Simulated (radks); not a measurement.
**Sb³⁹⁺ in [Ne] 4f2: an all-electron calculation**

An exercise on one series of results from a longer session: the logs are not shown, and one member is left open.

Method: scalar-relativistic Kohn-Sham, PBE, spin-polarised, spherical densities, point nucleus; open shells are filled with parallel spins first. Code: radks (a radial shooting solver on a logarithmic mesh, Libxc functionals) version 1.

**The system**

```
element       : antimony (Z = 51)
charge        : +39
electrons     : 12
configuration : [Ne] 4f2
```

Outer shells as boxes (Hund's rule):

Sb³⁹⁺
```
[Ne] core
4f [↑ ][↑ ][  ][  ][  ][  ][  ]
```

The first run:

The run's settings:

```text
Z 51
configuration [Ne] 4f2
relativity scalar-relativistic
functional pbe,pbe
spin polarised
nucleus point
c 137.035999084
```

Launch:

```bash
python run_ks.py task.json out
```

The same process makes all the runs of this session.

Steps of the session up to this table: Self-consistent calculation.

One table of the session follows, with a row left open; its other results are not shown here.

It belongs to the step «Shells». From the orbitals of this run (lengths in bohr):

```
  level      <r>  outermost maximum (interpolated)  90 % within
1s down  0.02840                            0.0183       0.0510
  1s up  0.02840                            0.0183       0.0510
  2s up   0.1203                             0.103        0.185
2s down   0.1203                             0.103        0.185
  2p up   0.1047                            0.0820        0.170
2p down   0.1047                            0.0820        0.170
  4f up        ?                                 ?            ?
```

Estimate the missing values for 4f up.

As computed: <r>: 0.4388; outermost maximum (interpolated): 0.390; 90 % within: 0.635. In the column «<r>» it is the highest.
